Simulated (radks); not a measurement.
# Exchange and kinetic functionals tested on atomic densities: Cs, Xe, Mo⁺, Ru³⁺, Mg

One table from this session's results is given with a row withheld; the runs are named, their logs left out.

Method: non-relativistic Kohn-Sham, LDA (Slater exchange, Perdew-Wang correlation), spin-polarised, spherical densities, point nucleus; open shells are filled with parallel spins first. Code: radks (a radial shooting solver on a logarithmic mesh, Libxc functionals) version 1.

### Starting point

```
species : Cs ([Xe] 6s1), Xe ([Xe]), Mo⁺ ([Kr] 4d5), Ru³⁺ ([Kr] 4d5), Mg ([Ne] 3s2)
```

The first run:

Settings of this run:

```text
Z 55
configuration [Xe] 6s1
relativity non-relativistic
functional lda,pw
spin polarised
nucleus point
```

Steps of the session up to this table: Cs, [Xe] 6s1.

One table of the session follows, with a row left open; its other results are not shown here.

Radial moments (bohr):

| level | <r> | outermost maximum (interpolated) | 90 % within | nodes |
| --- | --- | --- | --- | --- |
| 4d up | 0.8322 | 0.718 | 1.26 | 1 |
| 4d down | 0.8321 | 0.718 | 1.26 | 1 |
| 5s up | 1.812 | 1.60 | 2.63 | 4 |
| 5s down | ? | ? | ? | ? |
| 5p up | 2.110 | 1.80 | 3.13 | 3 |
| 5p down | 2.100 | 1.80 | 3.11 | 3 |
| 6s up | 5.676 | 4.84 | 8.37 | 5 |
| 6s down | 5.838 | 4.83 | 8.75 | 5 |

**Question.** Estimate the row for 5s down.

The run gave: <r>: 1.810; outermost maximum (interpolated): 1.60; 90 % within: 2.62; nodes: 4. In the column «<r>» it lies between 4d up (0.8322) and 5s up (1.812).
